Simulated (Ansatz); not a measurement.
# GaPHS (doublet): from Hartree-Fock to the top rungs at distance P1–Ga2 = 1.777 Å, cc-pVDZ

The task here is to estimate one member of a computed series from the others.

The runs use Ansatz 0.2.0, Gaussian basis; cc-pVDZ, core rule «outside noble gas», up to 24 orbitals frozen.

The runs, in order: UHF; CCSD(T) on ROHF; CCSD(T) on UHF; BCCD(T) on ROHF; CISD; CCSDT(Q) on ROHF; CCSDT(Q) on UHF; CASSCF and MRCISD+Q, 3 electrons in 3 orbitals; CASSCF and NEVPT2, 3 electrons in 3 orbitals.

49 further runs of the same task are left out: 7 for a known fault of the program, 4 for a mislabelled method, 30 that didn't finish, 8 set aside as unsound or not needed.

### The geometry

The geometry derives from a PBE0/def2-TZVP stationary point (not a proven minimum). One bond is set to the value named and the two fragments are kept rigid. No spin-orbit coupling is included. The filled d shell of Ga may be among the frozen orbitals whatever the setting's name suggests; the logs give the count.

4 atoms, charge 0, spin multiplicity 2.

Atoms are counted from 1 here; the program's logs count them from 0.

Bond lengths: P1–Ga2 1.777 Å, P1–H4 1.428 Å, Ga2–S3 2.019 Å. Angles: Ga2–P1–H4 89.2°, P1–Ga2–S3 178.3°.

Set-up of the first run:

The input, in.yaml:

```yaml
crystal:
  periodic: [false, false, false]
  atoms:
    - {symbol: P, position_ang: [-0.000002, -0.390856, 1.384901]}
    - {symbol: Ga, position_ang: [0.000008, -0.328445, -0.391003]}
    - {symbol: S, position_ang: [-0.000005, -0.317080, -2.410052]}
    - {symbol: H, position_ang: [-0.000001, 1.036381, 1.416154]}
basis:
  gaussian: {orbitals: cc-pVDZ}
magnetization: {spin_polarized: true, initial_magnetization: 1}
hamiltonian: {xc: hf}
output: {orbitals: {seedname: orbitals}}
```

On the command line:

```sh
$ ansatz run in.yaml --threads 1 --pin off --events-out ev --progress --plain --max-ram 2393MiB
```

Steps of the session up to this table: UHF; CCSD(T) on ROHF; CCSD(T) on UHF; BCCD(T) on ROHF; CISD; CCSDT(Q) on ROHF; CCSDT(Q) on UHF; CASSCF and MRCISD+Q, 3 electrons in 3 orbitals; CASSCF and NEVPT2, 3 electrons in 3 orbitals.

One of the session's tables, all rows but one given; the rest of the session is left out.

It belongs to the step «Misses and costs». 

```
   method  from UCCSDT(Q) (meV)
      UHF               +8907.1
     RMP2               +1272.8
     UMP2               +1544.2
    RCCSD                +466.4
    UCCSD                +434.4
 RCCSD(T)                     ?
 UCCSD(T)                 +92.7
  BCCD(T)                 +82.0
   RCCSDT                 +42.0
   UCCSDT                 +36.9
RCCSDT(Q)                  +4.9
UCCSDT(Q)                     0
```

**Question.** Estimate the row for RCCSD(T).

The run gave: from UCCSDT(Q) (meV): +76.4. In the column «from UCCSDT(Q) (meV)» it lies between RCCSDT (+42.0) and BCCD(T) (+82.0).

Not comparable, so not listed: CISD (they don't share determinant, frozen orbitals or solution with the rows shown, or repeat one).

Caveats from the session: The report flags that the cluster equations may have other roots. Left out of the table: CASSCF pair, NEVPT2 pair, MRCISD pair, MRCISD+Q pair (the active space lost an orbital or holds another state than full CI finds). Left out of the table: ROHF (another determinant or state than the rows shown). The program flags RCCSD(T), BCCD(T), RCCSDT(Q) as in doubt, so those rows may rest on another solution; read them beside their warnings. Restricted and unrestricted rows rest on different reference determinants; where their highest levels disagree by more than a few hundredths of an eV, they describe different states and don't form one ladder. Warnings in the runs' records: passed over end.
